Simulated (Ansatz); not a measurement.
**C₃H₄BF: small, medium and large basis sets**

An exercise on one series of results from a longer session: the logs are not shown, and one member is left open.

The runs use Ansatz 0.2.0, Gaussian basis; one geometry, several basis sets.

The runs, in order: PBE0-D4/def2-SVP; ωB97M-V/def2-SVP; PBE0-D4/def2-QZVPP; ωB97M-V/def2-QZVPP; the functionals' def2-TZVPP values are taken from earlier runs.

**The geometry**

All runs share one geometry, relaxed beforehand with PBE0-D4 in a triple-zeta def2 set.

SMILES `BCC#CF`, 9 atoms, charge 0, spin multiplicity 1.

Atoms are counted from 1 here; the program's logs count them from 0.

Bond lengths: B1–C2 1.561 Å, B1–H6 1.197 Å, B1–H7 1.194 Å, C2–C3 1.452 Å, C2–H8 1.101 Å, C2–H9 1.101 Å, C3–C4 1.195 Å, C4–F5 1.277 Å. Angles: C2–B1–H6 117.7°, C2–B1–H7 122.4°, H6–B1–H7 119.8°, B1–C2–C3 118.2°, B1–C2–H8 106.8°, B1–C2–H9 106.7°, C3–C2–H8 110.6°, C3–C2–H9 110.6°, H8–C2–H9 102.8°, C2–C3–C4 178.8°, C3–C4–F5 179.8°.

The first run:

Input file in.yaml:

```yaml
crystal:
  periodic: [false, false, false]
  atoms:
    - {symbol: B, position_ang: [-1.020845, 0.721240, -0.878110]}
    - {symbol: C, position_ang: [-0.522894, -0.401582, 0.084644]}
    - {symbol: C, position_ang: [0.854231, -0.351794, 0.542408]}
    - {symbol: C, position_ang: [1.990784, -0.290407, 0.905163]}
    - {symbol: F, position_ang: [3.204864, -0.228828, 1.296241]}
    - {symbol: H, position_ang: [-2.156964, 0.671462, -1.251376]}
    - {symbol: H, position_ang: [-0.313619, 1.610535, -1.244669]}
    - {symbol: H, position_ang: [-0.731599, -1.361917, -0.412149]}
    - {symbol: H, position_ang: [-1.215459, -0.415010, 0.940749]}
basis:
  gaussian: {orbitals: def2-SVP}
hamiltonian: {xc: pbe0, dispersion: d4}
output: {orbitals: {seedname: orbitals}}
```

Run with:

```
$ ansatz run in.yaml --threads 2 --pin off --events-out ev --progress --plain --max-ram 4352MiB
```

Steps of the session up to this table: PBE0-D4 in def2-SVP; ωB97M-V in def2-SVP; PBE0-D4 in def2-QZVPP; ωB97M-V in def2-QZVPP.

One of the session's tables, all rows but one given; the rest of the session is left out.

It belongs to the step «Functionals by basis». 

| functional | basis | HOMO (eV) |
| --- | --- | --- |
| PBE0-D4 | def2-SVP | -7.42 |
| PBE0-D4 | def2-TZVPP | -7.48 |
| PBE0-D4 | def2-QZVPP | -7.50 |
| ωB97M-V | def2-SVP | -9.66 |
| ωB97M-V | def2-TZVPP | ? |
| ωB97M-V | def2-QZVPP | -9.76 |

**Question.** Estimate the row for ωB97M-V, def2-TZVPP.

The run gave: HOMO (eV): -9.74. In the column «HOMO (eV)» it lies between ωB97M-V, def2-QZVPP (-9.76) and ωB97M-V, def2-SVP (-9.66).
